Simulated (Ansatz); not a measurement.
LaPd2:

```
La Pd
1.0
    -2.00387    2.00387    4.47173
     2.00387   -2.00387    4.47173
     2.00387    2.00387   -4.47173
La Pd
1 2
Direct
  0.00000 0.00000 0.00000
  0.25000 0.75000 0.50000
  0.75000 0.25000 0.50000
```

The cell comes from a database or a generator and needn't be the stable form of this composition.

```yaml
Program: Ansatz 0.2.0
Task: relaxation of cell and atoms
Functional: PBEsol
Potentials_or_basis: Ansatz PAW
Cutoff: "420 eV (not typed: the program's choice for these potentials)"
k_mesh: 9 × 9 × 9
Occupations: fermi-dirac, width 0.05 eV
Spin: no spin polarisation
```

At the start: volume 23.94 Å³/atom.

How do energy, volume and symmetry change on relaxing?

It ends after 5 steps and the volume is 22.46 Å³/atom (-6.2 %); space group I4/mmm (No. 139, to 0.05 Å).

Step by step:
| step | energy change (eV) | largest force (eV/Å) | volume (Å³) |
| --- | --- | --- | --- |
| 1 | 0.0000 | 0.0000 | 71.83 |
| 2 | -0.0726 | 0.0000 | 67.89 |
| 3 | -0.0738 | 0.0000 | 67.48 |
| 4 | -0.0739 | 0.0000 | 67.38 |
| 5 | -0.0732 | 0.0000 | 67.38 |

Final structure:
```cif
data_structure
_symmetry_space_group_name_H-M 'P 1'
_symmetry_Int_Tables_number 1
_cell_length_a 5.2060
_cell_length_b 5.2060
_cell_length_c 5.2060
_cell_angle_alpha 135.911
_cell_angle_beta 135.911
_cell_angle_gamma 64.119
_cell_volume 67.38
loop_
_atom_site_label
_atom_site_type_symbol
_atom_site_fract_x
_atom_site_fract_y
_atom_site_fract_z
_atom_site_occupancy
La1 La 0.00000 0.00000 0.00000 1
Pd1 Pd 0.25000 0.75000 0.50000 1
Pd2 Pd 0.75000 0.25000 0.50000 1
```

Caveat: the plane-wave basis is chosen anew once the cell has moved, so the energies of steps on either side of that aren't comparable; the PAW data sets come from PBE, with cores solved anew for the run's functional, which leaves a small shift of forces and pressure.
